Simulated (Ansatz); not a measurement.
# GeNH₄ (quartet): from Hartree-Fock to the top rungs at distance Ge1–H5 along a hydrogen transfer = 2.223 Å, cc-pVDZ

One table from this session's results is given with a row withheld; the runs are named, their logs left out.

Program: Ansatz 0.2.0, Gaussian basis. Level of theory: cc-pVDZ, core rule «outside noble gas», up to 15 orbitals frozen. These are calculated values, not measurements.

The runs, in order: UHF; CCSD(T) on ROHF; CCSD(T) on UHF; BCCD(T) on ROHF; CISD; CCSDT(Q) on ROHF; CCSDT(Q) on UHF; CASSCF and MRCISD+Q, 5 electrons in 5 orbitals; CASSCF and NEVPT2, 5 electrons in 5 orbitals.

10 further runs of the same task are left out: 1 for a mislabelled method, 7 that didn't finish, 2 set aside as unsound or not needed.

**The geometry**

The geometry derives from fragments relaxed apart (PBE0/def2-TZVP) and kept rigid, so it is no stationary point. A hydrogen atom is moved between rigid fragments. No spin-orbit coupling is included. The filled d shell of Ge may be among the frozen orbitals whatever the setting's name suggests; the logs give the count.

6 atoms, charge 0, spin multiplicity 4.

Atoms are counted from 1 here; the program's logs count them from 0.

Bond lengths: Ge1–H2 1.534 Å, Ge1–H3 1.534 Å, Ge1–H4 1.534 Å, H5–N6 1.040 Å. Angles: H2–Ge1–H3 109.5°, H2–Ge1–H4 109.5°, H3–Ge1–H4 109.5°.

Set-up of the first run:

Contents of in.yaml:

```yaml
crystal:
  periodic: [false, false, false]
  atoms:
    - {symbol: Ge, position_ang: [-0.511676, 0.000000, 0.000000]}
    - {symbol: H, position_ang: [-1.023126, 1.446599, 0.000000]}
    - {symbol: H, position_ang: [-1.023126, -0.723300, 1.252792]}
    - {symbol: H, position_ang: [-1.023126, -0.723299, -1.252792]}
    - {symbol: H, position_ang: [1.711324, 0.000000, 0.000000]}
    - {symbol: N, position_ang: [2.751324, 0.000000, 0.000000]}
basis:
  gaussian: {orbitals: cc-pVDZ}
magnetization: {spin_polarized: true, initial_magnetization: 3}
hamiltonian: {xc: hf}
output: {orbitals: {seedname: orbitals}}
```

On the command line:

```console
$ ansatz run in.yaml --threads 1 --pin off --events-out ev --progress --plain --max-ram 2393MiB
```

Among the steps run: UHF; CCSD(T) on ROHF; CCSD(T) on UHF; BCCD(T) on ROHF; CISD; CCSDT(Q) on ROHF; CCSDT(Q) on UHF; CASSCF and MRCISD+Q, 5 electrons in 5 orbitals; CASSCF and NEVPT2, 5 electrons in 5 orbitals.

One of the session's tables, all rows but one given; the rest of the session is left out.

```
     method  from UCCSDT(Q) (meV)
       ROHF               +7047.4
        UHF               +6781.5
       RMP2               +1374.6
       UMP2               +1366.3
       CISD                +675.5
      RCCSD                +150.9
      UCCSD                +143.2
   RCCSD(T)                 +35.2
   UCCSD(T)                 +30.2
    BCCD(T)                 +34.8
     RCCSDT                 +10.0
     UCCSDT                  +4.9
  RCCSDT(Q)                     ?
  UCCSDT(Q)                     0
CASSCF pair               +6403.7
NEVPT2 pair               +1317.9
```

Q: Estimate the row for RCCSDT(Q) from the others.

**Answer.** from UCCSDT(Q) (meV): +5.1. In the column «from UCCSDT(Q) (meV)» it lies between UCCSDT (+4.9) and RCCSDT (+10.0).

Not comparable, so not listed: CASSCF and MRCISD+Q, 5 electrons in 5 orbitals (they don't share determinant, frozen orbitals or solution with the rows shown, or repeat one).

To keep in mind: Restricted and unrestricted rows rest on different reference determinants; where their highest levels disagree by more than a few hundredths of an eV, they describe different states and don't form one ladder. Warnings in the runs' records: passed over end.
